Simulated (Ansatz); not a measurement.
**Si₂H₆S₂: one species, many methods**

Aim: compute Si₂H₆S₂ with functionals from several rungs and with coupled cluster, and see how far each lands from CCSD(T) at the basis-set limit for the atomisation energy.

Method: functionals in def2-TZVPP, the program's frozen cores in correlated methods; program: Ansatz 0.2.0, Gaussian basis.

The runs, in order: PBE-D4, r2SCAN-D4, PBE0-D4, B3LYP-D4, ωB97X-V, ωB97M-V, B2PLYP; CCSD(T)/def2-TZVPP; MP2/def2-QZVPP; extrapolation to the limit.

**1. The geometry**

An earlier PBE0-D4 in a triple-zeta def2 set relaxation fixed the geometry.

10 atoms, charge 0, spin multiplicity 1.

Atoms are counted from 1 here; the program's logs count them from 0.

Bond lengths: Si1–S2 2.138 Å, Si1–H5 1.482 Å, Si1–H6 1.482 Å, Si1–H7 1.488 Å, S2–Si3 2.134 Å, Si3–S4 2.137 Å, Si3–H8 1.480 Å, Si3–H9 1.482 Å, S4–H10 1.343 Å. Angles: S2–Si1–H5 106.9°, S2–Si1–H6 111.5°, S2–Si1–H7 109.7°, H5–Si1–H6 109.9°, H5–Si1–H7 109.9°, H6–Si1–H7 108.9°, Si1–S2–Si3 97.6°, S2–Si3–S4 115.0°, S2–Si3–H8 105.3°, S2–Si3–H9 109.9°, S4–Si3–H8 106.8°, S4–Si3–H9 108.0°, H8–Si3–H9 111.8°, Si3–S4–H10 93.9°.

Geometry (Å):

```xyz
10

Si    0.59442    1.61317    0.16067
S    -0.63199    0.51961    1.52837
Si   -0.92188   -1.21619    0.32082
S     0.87302   -2.13277   -0.38935
H     0.42535    3.04979    0.48518
H     2.02163    1.23232    0.28642
H     0.14627    1.35253   -1.23421
H    -1.58331   -2.20180    1.20486
H    -1.76129   -0.87985   -0.85352
H     0.92087   -1.38791   -1.50632
```

**2. PBE-D4 (GGA)**

File in.yaml:

```yaml
crystal:
  periodic: [false, false, false]
  atoms:
    - {symbol: Si, position_ang: [0.594423, 1.613172, 0.160669]}
    - {symbol: S, position_ang: [-0.631991, 0.519606, 1.528372]}
    - {symbol: Si, position_ang: [-0.921884, -1.216193, 0.320819]}
    - {symbol: S, position_ang: [0.873017, -2.132771, -0.389354]}
    - {symbol: H, position_ang: [0.425353, 3.049792, 0.485175]}
    - {symbol: H, position_ang: [2.021633, 1.232322, 0.286419]}
    - {symbol: H, position_ang: [0.146271, 1.352526, -1.234214]}
    - {symbol: H, position_ang: [-1.583309, -2.201799, 1.204859]}
    - {symbol: H, position_ang: [-1.761286, -0.879846, -0.853524]}
    - {symbol: H, position_ang: [0.920874, -1.387909, -1.506323]}
basis:
  gaussian: {orbitals: def2-TZVPP}
hamiltonian: {xc: pbe, dispersion: d4}
output: {forces: true, orbitals: {seedname: orbitals}}
```

Started as:

```console
ansatz run in.yaml --threads 4 --pin off --events-out ev --progress --plain --max-ram 10444MiB
```

The runs that follow: r2SCAN-D4 (meta-GGA); PBE0-D4 (hybrid); B3LYP-D4 (hybrid); ωB97X-V (range-separated); ωB97M-V (range-separated); B2PLYP (double hybrid); CCSD(T) in def2-TZVPP; MP2 in def2-QZVPP.

Before running them: what should the planned runs give, taken together? Wanted: atomisation energy, CCSD(T)/CBS; farthest; mean size of error, hybrid; mean size of error, range-separated; gap, smallest and largest; T1 diagnostic; triples share of the correlation energy.

**Answer**, as computed:

```
                               quantity                                 value
        atomisation energy, CCSD(T)/CBS                         3002.6 kJ/mol
 functionals within 15.0 kJ/mol (0.5 %)                    r2SCAN-D4, ωB97M-V
                               farthest                 B2PLYP (-71.0 kJ/mol)
             mean size of error, hybrid                           30.3 kJ/mol
    mean size of error, range-separated                           18.5 kJ/mol
              gap, smallest and largest  5.36 eV (PBE-D4), 11.73 eV (ωB97X-V)
                          T1 diagnostic                                0.0116
triples share of the correlation energy                                 4.2 %
```

**Reading.** PBE-D4 misses by -24.9 kJ/mol. Double hybrids carry the basis error of their MP2 part in triple zeta, and no dispersion term here, so their miss is partly the set-up's. Misses under about 15.0 kJ/mol are within the doubt on the reference itself, which lacks core-valence correlation, relativity and higher excitations. Hartree-Fock recovers 74 % of the binding; the rest is correlation. Orbital gaps span 5.4 to 11.7 eV; exact exchange widens them.
